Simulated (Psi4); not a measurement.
# CuSH (SMILES [SH][Cu]): SCS(N)-MP2/def2-TZVPP (density fitting)

What is the energy difference between two shapes of CuSH at SCS(N)-MP2/def2-TZVPP (density fitting)? 

Program for the calculation: Psi4 1.11.

2 further runs of the same task are left out: 2 set aside as unsound or not needed.

## (1) The system as given

CuSH has 3 atoms, charge 0, and is taken as a singlet. As SMILES, `[SH][Cu]`. Geometry: relaxed at PBE0-D4/def2-TZVP.

Bond lengths: S1–Cu2 2.117 Å, S1–H3 1.346 Å. Angles: Cu2–S1–H3 93.6°.

## (2) Energy and forces at SCS(N)-MP2/def2-TZVPP (density fitting)

The input, job.py:

```python
import psi4

psi4.set_memory('1600 MB')
psi4.set_num_threads(1)
psi4.core.set_output_file('psi4.out', False)

molecule = psi4.geometry("""
0 1
S     -0.511900     0.570500    -0.230300
Cu     1.309500     0.076500     0.729600
H     -0.808400    -0.711800    -0.512600
""")

psi4.set_options(dict(scf_type='df', freeze_core=True))

result = psi4.gradient("scs(n)-mp2/def2-TZVPP", molecule=molecule)
print('gradient / Eh bohr^-1')
print(result.np.round(6))
for k, v in sorted(psi4.core.scalar_variables().items()):
    print(f'{k:45s} {v:18.10f}')
```

Started as:

```
$ python job.py
```

psi4.out (excerpt; [...] marks lines left out):

```text
[...]
  Running in cs symmetry.
[...]
  Nuclear repulsion =  128.208874366205379
[...]
  Multiplicity = 1
[...]
  Nalpha       = 23
  Nbeta        = 23
[...]
    Number of basis functions: 120
[...]
   @DF-RHF iter   1: -2034.52803481363753   -8.84932e-01   4.31541e-02 ADIIS/DIIS
[...]
	SCS-MP2 Total Energy (a.u.)        : -2037.70528419741754
	SOS-MP2 Total Energy (a.u.)        : -2037.62894887690823
[...]
   @DF-RHF iter  20: -2037.07897163344501    2.27374e-12   4.04742e-11 DIIS
[...]
    Orbital Energies [Eh]
    ---------------------
    Doubly Occupied:
       1Ap  -328.834476     2Ap   -91.887654     3Ap   -40.863004
       4Ap   -35.662661     1App  -35.662144     5Ap   -35.660511
       6Ap    -8.893250     7Ap    -6.574687     8Ap    -6.573971
       2App   -6.573205     9Ap    -5.053746    10Ap    -3.369074
      11Ap    -3.365295     3App   -3.364487    12Ap    -0.887947
      13Ap    -0.548889     4App   -0.537805    14Ap    -0.529879
       5App   -0.529753    15Ap    -0.529633    16Ap    -0.463584
      17Ap    -0.348900     6App   -0.319380
[...]
  @DF-RHF Final Energy: -2037.07897163344501
   => Energetics <=
    Nuclear Repulsion Energy =            128.1937892767554388
    One-Electron Energy =               -3096.4776513635488300
    Two-Electron Energy =                 931.2048904533482983
    Total Energy =                      -2037.0789716334450077
[...]
 Multipole Moments:
 ------------------------------------------------------------------------------------
     Multipole            Electronic (a.u.)      Nuclear  (a.u.)        Total (a.u.)
 ------------------------------------------------------------------------------------
 L = 1.  Multiply by 2.5417464519 to convert [e a0] to [Debye]
 Dipole X            :          7.1119385           -4.9879151            2.1240235
 Dipole Y            :         -0.5946418           -0.1495559           -0.7441977
 Dipole Z            :          0.0000000            0.0000000            0.0000000
 Magnitude           :                                                    2.2506234
[...]
	SOS-MP2 Total Energy (a.u.)        : -2037.67476992001866
	SCSN-MP2 Total Energy (a.u.)       : -2037.48201346610017
[...]
	SOS-PI-MP2 Total Energy (a.u.)     : -2037.72060055744760
[...]
	MP2 Total Energy (a.u.)            : -2037.76627904901375
[...]
```

Standard output:

```text
gradient / Eh bohr^-1
[[ 0.00208   0.008088  0.      ]
 [-0.000198 -0.000279  0.      ]
 [-0.001881 -0.007809  0.      ]]
CURRENT CORRELATION ENERGY                         -0.4030504923
CURRENT ENERGY                                  -2037.4820354067
CURRENT REFERENCE ENERGY                        -2037.0789849144
DD SOLVATION ENERGY                                 0.0000000000
FINDIF NUMBER                                       7.0000000000
HF KINETIC ENERGY                                2037.0719633283
HF POTENTIAL ENERGY                             -4074.1509482427
HF TOTAL ENERGY                                 -2037.0789849144
HF VIRIAL RATIO                                     2.0000034469
MP2 CORRELATION ENERGY                             -0.6873092636
MP2 DOUBLES ENERGY                                 -0.6873092636
MP2 OPPOSITE-SPIN CORRELATION ENERGY               -0.4583033021
MP2 SAME-SPIN CORRELATION ENERGY                   -0.2290059615
MP2 SINGLES ENERGY                                  0.0000000000
MP2 TOTAL ENERGY                                -2037.7662941780
NUCLEAR REPULSION ENERGY                          128.2088743662
ONE-ELECTRON ENERGY                             -3096.5079064507
PCM POLARIZATION ENERGY                             0.0000000000
PE ENERGY                                           0.0000000000
SCF ITERATION ENERGY                            -2037.0789849144
SCF ITERATIONS                                     20.0000000000
SCF TOTAL ENERGY                                -2037.0789849144
SCS(N)-MP2 CORRELATION ENERGY                      -0.4030504923
SCS(N)-MP2 TOTAL ENERGY                         -2037.4820354067
SCS-MP2 CORRELATION ENERGY                         -0.6262992830
SCS-MP2 TOTAL ENERGY                            -2037.7052841974
SCS-MP2-VDW CORRELATION ENERGY                     -0.7011312074
SCS-MP2-VDW TOTAL ENERGY                        -2037.7801161218
TWO-ELECTRON ENERGY                               931.2200471701
```

It took 44 s on 1 thread of AMD EPYC 7B13 (Zen 3), shared host; peak memory 0.51 GiB.

## (3) The distorted shape at the same level

The input, input.inp:

```
memory 1600 mb

molecule {
  S     -1.01877214     1.02854014    -0.49760835
  Cu     2.47965327     0.13534407     1.33440743
  H     -1.50553724    -1.37037458    -0.96190083
  units au
}

set scf_type df
set freeze_core true

gradient('scs(n)-mp2/def2-TZVPP')
```

Started as:

```
$ psi4 input.inp input.out -n 1
```

input.out (excerpt; [...] marks lines left out):

```text
[...]
  Running in cs symmetry.
[...]
  Nuclear repulsion =  127.015054704184934
[...]
  Multiplicity = 1
[...]
  Nalpha       = 23
  Nbeta        = 23
[...]
    Number of basis functions: 120
[...]
   @DF-RHF iter   1: -2034.54216802402857   -9.17630e-01   4.31060e-02 DIIS/ADIIS
[...]
	SCS-MP2 Total Energy (a.u.)        : -2037.70496228506477
	SOS-MP2 Total Energy (a.u.)        : -2037.67457949000868
[...]
   @DF-RHF iter  20: -2037.07999309612137   -4.54747e-13   4.17023e-11 DIIS
[...]
    Orbital Energies [Eh]
    ---------------------
    Doubly Occupied:
       1Ap  -328.834208     2Ap   -91.885082     3Ap   -40.862343
       4Ap   -35.662077     1App  -35.661591     5Ap   -35.659879
       6Ap    -8.891104     7Ap    -6.572661     8Ap    -6.571765
       2App   -6.571041     9Ap    -5.053137    10Ap    -3.368249
      11Ap    -3.364968     3App   -3.364202    12Ap    -0.890565
      13Ap    -0.547778     4App   -0.536683     5App   -0.529569
      14Ap    -0.529461    15Ap    -0.529261    16Ap    -0.466562
      17Ap    -0.348146     6App   -0.318666
[...]
  @DF-RHF Final Energy: -2037.07999309612137
   => Energetics <=
    Nuclear Repulsion Energy =            126.9999326907148571
    One-Electron Energy =               -3094.1218524096493638
    Two-Electron Energy =                 930.0419266228128663
    Total Energy =                      -2037.0799930961215978
[...]
 Multipole Moments:
 ------------------------------------------------------------------------------------
     Multipole            Electronic (a.u.)      Nuclear  (a.u.)        Total (a.u.)
 ------------------------------------------------------------------------------------
 L = 1.  Multiply by 2.5417464519 to convert [e a0] to [Debye]
 Dipole X            :          7.1689178           -5.0061570            2.1627608
 Dipole Y            :         -0.5450960           -0.1847039           -0.7297998
 Dipole Z            :          0.0000000            0.0000000            0.0000000
 Magnitude           :                                                    2.2825736
[...]
	SOS-MP2 Total Energy (a.u.)        : -2037.62887432661159
	SCSN-MP2 Total Energy (a.u.)       : -2037.48191246681904
[...]
	SOS-PI-MP2 Total Energy (a.u.)     : -2037.72035453169337
[...]
	MP2 Total Energy (a.u.)            : -2037.76575740033536
[...]
```

Wall time 44 s (1 thread of AMD EPYC 7B13 (Zen 3), shared host); peak memory 0.5 GiB.

## (4) Results

Level: SCS(N)-MP2/def2-TZVPP (density fitting).

```
                                 quantity           value
                first shape: total energy  -2037.48204 Eh
          first shape: correlation energy      -403.1 mEh
    first shape: largest force on an atom      0.429 eV/Å
            distorted shape: total energy  -2037.48189 Eh
      distorted shape: correlation energy      -401.9 mEh
distorted shape: largest force on an atom      0.485 eV/Å
   energy change with the atoms displaced        0.004 eV
```

In words: With the atoms displaced the energy rises by 0.00 eV (0.1 kcal/mol). The first shape isn't relaxed at this level, so the change isn't measured from a minimum. The largest force (first shape) is 0.43 eV/Å: the shape isn't a stationary point for this species at this level.
